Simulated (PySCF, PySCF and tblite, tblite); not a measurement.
# C7H8: a path driven as a shift of bonds, and NMR exchange, part 2 of 2

PySCF and tblite. Atoms count from 0.

## Step 9: Shieldings, start: PBE0/pcSseg-1 in dimethylsulfoxide

Job settings and geometry (Å):

```
{"job": {"kind": "nmr", "xc": "PBE0", "basis": "pcSseg-1", "solvent": "dimethylsulfoxide", "pop": false}, "charge": 0, "multiplicity": 1}
C      1.354539    -0.778722    -0.510353
C      1.506230     0.568894    -0.331699
C      0.607182     1.431901     0.403834
C     -0.729064     1.251575     0.521387
C     -1.459355     0.201071    -0.274655
C     -0.999737    -1.152279     0.202503
C      0.267607    -1.583888     0.003818
H      2.191321    -1.319737    -0.964934
H      2.453829     1.012273    -0.655759
H      1.065080     2.283455     0.919504
H     -1.300926     1.891660     1.200830
H     -1.209339     0.315136    -1.346663
H     -2.547691     0.309655    -0.169433
H     -1.717192    -1.804716     0.710408
H      0.513102    -2.618287     0.269300
```

The program printed:

```text
coarse grid: 12568 points
cycle   1  E = -271.0743101294  dE =  9.156e-01  |g| = 3.247e-01  |ddm| = 3.584e+00
cycle   2  E = -271.0789522187  dE = -4.642e-03  |g| = 3.148e-01  |ddm| = 6.310e-01
cycle   3  E = -271.1054606142  dE = -2.651e-02  |g| = 3.107e-02  |ddm| = 3.121e-01
cycle   4  E = -271.1055779082  dE = -1.173e-04  |g| = 2.134e-02  |ddm| = 4.201e-02
cycle   5  E = -271.1056830164  dE = -1.051e-04  |g| = 7.563e-03  |ddm| = 2.161e-02
cycle   6  E = -271.1056980114  dE = -1.500e-05  |g| = 7.445e-04  |ddm| = 7.077e-03
cycle   7  E = -271.1056981497  dE = -1.382e-07  |g| = 2.143e-04  |ddm| = 7.631e-04
final grid: 121432 points
cycle   8  E = -271.1486850154  dE = -3.369e-05  |g| = 6.798e-03  |ddm| = 3.062e-02
cycle   9  E = -271.1486846772  dE =  3.382e-07  |g| = 7.031e-03  |ddm| = 1.264e-02
cycle  10  E = -271.1486978272  dE = -1.315e-05  |g| = 4.692e-04  |ddm| = 6.658e-03
cycle  11  E = -271.1486978619  dE = -3.468e-08  |g| = 2.637e-04  |ddm| = 6.111e-04
cycle  12  E = -271.1486978802  dE = -1.829e-08  |g| = 4.931e-05  |ddm| = 2.357e-04
cycle  13  E = -271.1486978807  dE = -5.526e-10  |g| = 1.728e-05  |ddm| = 5.065e-05
converged SCF energy = -271.1486978807

GIAO shielding tensors (ppm)
atom      isotropic    diamagn.    paramagn.     s11        s22        s33       span
  0 C       45.188     254.009    -208.821    -71.113     44.261    162.417    233.530
  1 C       45.180     254.006    -208.826    -71.124     44.250    162.415    233.540
  2 C       49.899     254.609    -204.710    -63.736     57.112    156.319    220.055
  3 C       58.162     256.074    -197.912    -24.163     27.222    171.428    195.591
  4 C      153.103     247.916     -94.813    130.928    163.514    164.867     33.939
  5 C       58.156     256.074    -197.919    -24.173     27.201    171.438    195.611
  6 C       49.905     254.611    -204.706    -63.725     57.114    156.325    220.050
  7 H       24.223      29.429      -5.206     21.268     24.557     26.845      5.577
  8 H       24.223      29.428      -5.205     21.268     24.556     26.845      5.577
  9 H       24.569      29.669      -5.100     21.827     24.407     27.474      5.648
 10 H       25.795      30.376      -4.581     20.763     26.453     30.168      9.405
 11 H       29.848      29.979      -0.131     25.332     26.133     38.079     12.747
 12 H       28.022      29.584      -1.562     22.412     26.993     34.660     12.247
 13 H       25.794      30.376      -4.582     20.762     26.453     30.167      9.405
 14 H       24.569      29.671      -5.101     21.827     24.408     27.474      5.647
```

Run time: 13 s. Hardware: 1 thread of INTEL XEON PLATINUM 8581C at 2.30GHz, shared host; peak memory 0.83 GiB.

Key values: HOMO -6.46 eV, LUMO -1.12 eV; dipole 0.50 D.

## Step 10: Shieldings, saddle of leg 1: PBE0/pcSseg-1 in dimethylsulfoxide

Job settings and geometry (Å):

```
{"job": {"kind": "nmr", "xc": "PBE0", "basis": "pcSseg-1", "solvent": "dimethylsulfoxide", "pop": false}, "charge": 0, "multiplicity": 1}
C      0.944747    -0.615569    -0.823593
C      1.449924     0.535226    -0.154398
C      0.623172     1.360124     0.615682
C     -0.766997     1.254685     0.500056
C     -1.382664     0.139773    -0.136577
C     -1.018281    -1.224165     0.369396
C      0.206083    -1.621533     0.007928
H      1.587159    -1.020582    -1.617813
H      2.463695     0.889106    -0.374139
H      1.051481     2.245331     1.093319
H     -1.369602     2.133241     0.757418
H     -0.353009    -0.031520    -1.160980
H     -2.431322     0.283570    -0.431735
H     -1.692176    -1.777650     1.029012
H      0.687789    -2.550037     0.326423
```

The program printed:

```text
coarse grid: 12568 points
cycle   1  E = -271.0154405634  dE =  1.004e+00  |g| = 3.202e-01  |ddm| = 3.533e+00
cycle   2  E = -271.0194839648  dE = -4.043e-03  |g| = 3.148e-01  |ddm| = 6.420e-01
cycle   3  E = -271.0458475984  dE = -2.636e-02  |g| = 2.718e-02  |ddm| = 3.132e-01
cycle   4  E = -271.0459928569  dE = -1.453e-04  |g| = 1.158e-02  |ddm| = 4.601e-02
cycle   5  E = -271.0460184115  dE = -2.555e-05  |g| = 5.646e-03  |ddm| = 1.607e-02
cycle   6  E = -271.0460261800  dE = -7.769e-06  |g| = 6.789e-04  |ddm| = 4.582e-03
final grid: 121432 points
cycle   7  E = -271.0889745712  dE = -3.368e-05  |g| = 6.659e-03  |ddm| = 3.568e-02
cycle   8  E = -271.0889734367  dE =  1.135e-06  |g| = 7.111e-03  |ddm| = 1.278e-02
cycle   9  E = -271.0889869707  dE = -1.353e-05  |g| = 6.338e-04  |ddm| = 6.618e-03
cycle  10  E = -271.0889870569  dE = -8.618e-08  |g| = 2.637e-04  |ddm| = 7.673e-04
cycle  11  E = -271.0889870752  dE = -1.833e-08  |g| = 4.988e-05  |ddm| = 3.020e-04
cycle  12  E = -271.0889870758  dE = -6.075e-10  |g| = 1.306e-05  |ddm| = 8.021e-05
converged SCF energy = -271.0889870758

GIAO shielding tensors (ppm)
atom      isotropic    diamagn.    paramagn.     s11        s22        s33       span
  0 C       75.260     253.062    -177.802     15.022     55.316    155.443    140.421
  1 C       29.214     253.770    -224.555    -69.826     -5.833    163.302    233.128
  2 C       44.048     252.848    -208.800    -73.419     42.097    163.466    236.885
  3 C       29.219     253.771    -224.552    -69.808     -5.843    163.307    233.115
  4 C       75.269     253.061    -177.791     15.039     55.331    155.438    140.399
  5 C       49.350     254.752    -205.402    -39.694     58.018    129.727    169.421
  6 C       49.338     254.753    -205.415    -39.710     58.010    129.715    169.426
  7 H       24.911      30.255      -5.344     21.546     24.744     28.444      6.899
  8 H       23.602      29.597      -5.995     19.976     23.914     26.915      6.939
  9 H       23.607      29.249      -5.642     20.415     24.200     26.206      5.792
 10 H       23.602      29.597      -5.995     19.976     23.915     26.916      6.939
 11 H       26.621      23.087       3.533     16.663     25.746     37.453     20.790
 12 H       24.912      30.256      -5.344     21.547     24.744     28.445      6.899
 13 H       25.986      30.234      -4.248     22.834     25.587     29.538      6.705
 14 H       25.986      30.233      -4.248     22.833     25.587     29.537      6.703
```

Wall time 13 s (1 thread of INTEL XEON PLATINUM 8581C at 2.30GHz, shared host); peak memory 0.86 GiB.

This run: HOMO -6.97 eV, LUMO -1.05 eV; dipole 0.71 D.

## Step 11: The path in numbers

Job settings and geometry (Å):

```
{"job": {"smiles": "C1=CC=CCC=C1", "charge": 0, "mult": 1, "motion": "shift", "what": "shift on cycloheptatriene", "atoms": [11, 4, 0], "drives": [{"terms": [["d", [11, 4], 1], ["d", [11, 0], -1]], "neg": true, "n": 14}], "study": "path", "level": {"kind": "nmr", "xc": "PBE0", "basis": "pcSseg-1", "solvent": "dimethylsulfoxide"}, "fields": [250, 600, 900], "first": 1, "seed": 939, "refine": {"xc": "B3LYP", "basis": "def2-SVP"}, "kind": "path"}, "charge": 0, "multiplicity": 1}
C      1.327584    -0.764422    -0.531029
C      1.477486     0.566610    -0.354451
C      0.597174     1.390613     0.425310
C     -0.724289     1.207204     0.529446
C     -1.436204     0.204711    -0.322233
C     -0.985604    -1.113742     0.221597
C      0.266235    -1.548422     0.035401
H      2.125444    -1.314307    -1.014939
H      2.390176     1.034213    -0.702974
H      1.066587     2.196526     0.975489
H     -1.308195     1.787336     1.229965
H     -1.113751     0.306662    -1.362724
H     -2.516759     0.318292    -0.262405
H     -1.702600    -1.712250     0.765594
H      0.532301    -2.551034     0.346042
```

The program printed:

```text
stationary points (kcal/mol above the start)
  n  kind          group   xTB      DFT    lowest mode
  0  minimum      Cs       0.00     0.00     209.1
  1  saddle       Cs      30.86    37.28   -1408.9
  2  minimum      Cs       0.00     0.00     209.4

GFN2-xTB energies: T/K, barrier G, reaction G (kcal/mol), k forward, k back (1/s)
 150.00    27.97    -0.00    1.1e-28    1.1e-28
 200.00    28.06     0.00   1.84e-18   1.84e-18
 250.00    28.16     0.00   2.49e-12    2.5e-12
 298.15    28.29     0.00   2.29e-08   2.29e-08
 350.00    28.43     0.00   2.57e-05   2.57e-05
 400.00    28.58     0.00    0.00402    0.00403
 500.00    28.91     0.00       4.83       4.84

B3LYP-D3(BJ)/def2-SVP energies: T/K, barrier G, reaction G (kcal/mol), k forward, k back (1/s)
 150.00    36.01    -0.00   2.16e-40   2.16e-40
 200.00    36.09    -0.00   3.04e-27   3.04e-27
 250.00    36.20     0.00   2.35e-19   2.36e-19
 298.15    36.32     0.00   2.95e-14   2.95e-14
 350.00    36.47     0.00   2.47e-10   2.47e-10
 400.00    36.62     0.00   1.64e-07   1.64e-07
 500.00    36.94     0.00    0.00148    0.00149

PBE0/pcSseg-1 + D3(BJ), IEF-PCM dimethylsulfoxide energies: T/K, barrier G, reaction G (kcal/mol), k forward, k back (1/s)
 150.00    34.39    -0.00   4.94e-38   4.93e-38
 200.00    34.47    -0.00   1.79e-25   1.79e-25
 250.00    34.58     0.00   6.13e-18   6.13e-18
 298.15    34.70     0.00   4.53e-13   4.53e-13
 350.00    34.85     0.00   2.53e-09   2.53e-09
 400.00    35.00     0.00   1.25e-06   1.26e-06
 500.00    35.32     0.00    0.00757    0.00758
```

Run time: 1.7 min. Hardware: 1 thread of INTEL XEON PLATINUM 8581C at 2.30GHz, shared host; peak memory 0.86 GiB. This counts the whole study up to here.

Barriers by level (kcal/mol; entropies in cal/(mol K)). Zero-point and thermal terms come from xTB in every row. ΔG‡ leaves symmetry out; the rate counts equivalent paths (a factor of 2); effective ΔG‡, where given, is the barrier that would give that rate by Eyring's equation alone:

| level | ΔE‡ | with zero-point | ΔH‡ | ΔS‡ | ΔG‡ (298 K) | ΔE of reaction | k at 298 K (1/s) | effective ΔG‡ |
| --- | --- | --- | --- | --- | --- | --- | --- | --- |
| GFN2-xTB | 30.86 | 27.89 | 27.47 | -2.7 | 28.29 | 0.00 | 2.3e-08 | 27.88 |
| B3LYP-D3(BJ)/def2-SVP | 38.90 | 35.93 | 35.51 | -2.7 | 36.32 | 0.00 | 3e-14 | 35.91 |
| PBE0/pcSseg-1 + D3(BJ), IEF-PCM dimethylsulfoxide | 37.28 | 34.31 | 33.89 | -2.7 | 34.70 | 0.00 | 4.5e-13 | 34.29 |

Sites that the driver pairs across this motion, and where their lines would merge (no couplings; faster rotations or exchange between molecules can average them sooner):

| nucleus | sites: shielding (ppm) | proton frequency (MHz) | spread (Hz) | coalescence (K) | lines at 298 K |
| --- | --- | --- | --- | --- | --- |
| ¹³C | C0, C1: 45.2; C2, C6: 49.9; C3, C5: 58.2; C4: 153.1 | 250 | 6786 | above 800 | 4 |
| ¹³C | C0, C1: 45.2; C2, C6: 49.9; C3, C5: 58.2; C4: 153.1 | 600 | 16285 | above 800 | 4 |
| ¹³C | C0, C1: 45.2; C2, C6: 49.9; C3, C5: 58.2; C4: 153.1 | 900 | 24428 | above 800 | 4 |
| ¹H | H7, H8: 24.22; H9, H14: 24.57; H10, H13: 25.79; H12: 28.02 | 250 | 950 | 769 | 4 |
| ¹H | H7, H8: 24.22; H9, H14: 24.57; H10, H13: 25.79; H12: 28.02 | 600 | 2279 | 800 | 4 |
| ¹H | H7, H8: 24.22; H9, H14: 24.57; H10, H13: 25.79; H12: 28.02 | 900 | 3418 | above 800 | 4 |

## Step 12: Results

The summary covers parts 1 to 2.

```
                                                   quantity                               value
barrier (PBE0/pcSseg-1 + D3(BJ), IEF-PCM dimethylsulfoxide)  ΔE‡ 37.3, ΔG‡(298 K) 34.7 kcal/mol
                                         barrier (GFN2-xTB)                   ΔE‡ 30.9 kcal/mol
                                              rate at 298 K                         4.5e-13 s⁻¹
                                            end of the path   the start, renumbered or mirrored
                                       coalescence of ¹H H7                    800 K at 600 MHz
```

In words: DFT puts the top 37.3 kcal/mol above the start (xTB: 30.9); the rate from the DFT barrier is 4.5e-13 s⁻¹ at 298 K. An error of 1.4 kcal/mol changes that rate tenfold. The ¹H lines of H7 and its partners, 2279 Hz apart at 600 MHz, merge at 800 K, so by this path alone the exchange at 298 K is slow for them; other paths were not followed. The moving atom is hydrogen and the barrier is narrow, so tunnelling, which is left out, should speed the exchange.
